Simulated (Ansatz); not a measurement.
# AlFHLiO: single points off equilibrium

One table from this session's results is given with a row withheld; the runs are named, their logs left out.

The runs use Ansatz 0.2.0, Gaussian basis; single points in def2-TZVPP.

Cores are frozen in the correlated methods. The outer core shell of Li, Na, Mg and K is correlated.

## The starting structure

5 atoms, charge 0, spin multiplicity 1.

Atoms are counted from 1 here; the program's logs count them from 0.

Bond lengths: Li1–Al2 2.474 Å, Al2–O3 1.592 Å, Al2–F4 1.749 Å, O3–H5 1.023 Å. Angles: Li1–Al2–O3 118.2°, Li1–Al2–F4 117.2°, O3–Al2–F4 124.3°, Al2–O3–H5 165.3°.

As a file:

```xyz
5
AlFHLiO
Li   -2.1590   -1.0115    1.1139
Al   -0.3563    0.0351   -0.2184
O     1.1023    0.1075    0.4145
F    -0.7439    0.5061   -1.8574
H     2.0871    0.3040    0.6113
```

Set-up of the first run:

Input file run/in.yaml:

```yaml
crystal:
  periodic: [false, false, false]
  atoms:
    - {symbol: Li, position_ang: [-2.159000, -1.011500, 1.113900]}
    - {symbol: Al, position_ang: [-0.356300, 0.035100, -0.218400]}
    - {symbol: O, position_ang: [1.102300, 0.107500, 0.414500]}
    - {symbol: F, position_ang: [-0.743900, 0.506100, -1.857400]}
    - {symbol: H, position_ang: [2.087100, 0.304000, 0.611300]}
basis:
  gaussian: {orbitals: def2-TZVPP}
correlation: {method: ccsd_t}
output: {forces: true}
```

No record of the launch command was kept for these runs.

Steps of the session up to this table: CCSD(T)/def2-TZVPP; PBE0-D4/def2-TZVPP; wB97M-V/def2-TZVPP; r2SCAN-D4/def2-TZVPP; PBE-D4/def2-TZVPP; CAM-B3LYP-D4/def2-TZVPP; BHLYP-D4/def2-TZVPP.

One table of the session follows, with a row left open; its other results are not shown here.

| method | RMS force component (eV/Å) | angle to CCSD(T) forces (°) | dipole (D) |
| --- | --- | --- | --- |
| CCSD(T) | 2.254 | reference | 6.32 |
| PBE0-D4 | ? | ? | ? |
| wB97M-V | 2.214 | 1.4 | 6.21 |
| r2SCAN-D4 | 2.160 | 0.6 | 6.26 |
| PBE-D4 | 2.083 | 4.2 | 6.10 |
| CAM-B3LYP-D4 | 2.165 | 1.2 | 6.32 |
| BHLYP-D4 | 2.293 | 4.4 | 6.36 |

Estimate the missing values for PBE0-D4.

As computed: RMS force component (eV/Å): 2.189; angle to CCSD(T) forces (°): 1.3; dipole (D): 6.26. In the column «RMS force component (eV/Å)» it lies between CAM-B3LYP-D4 (2.165) and wB97M-V (2.214).
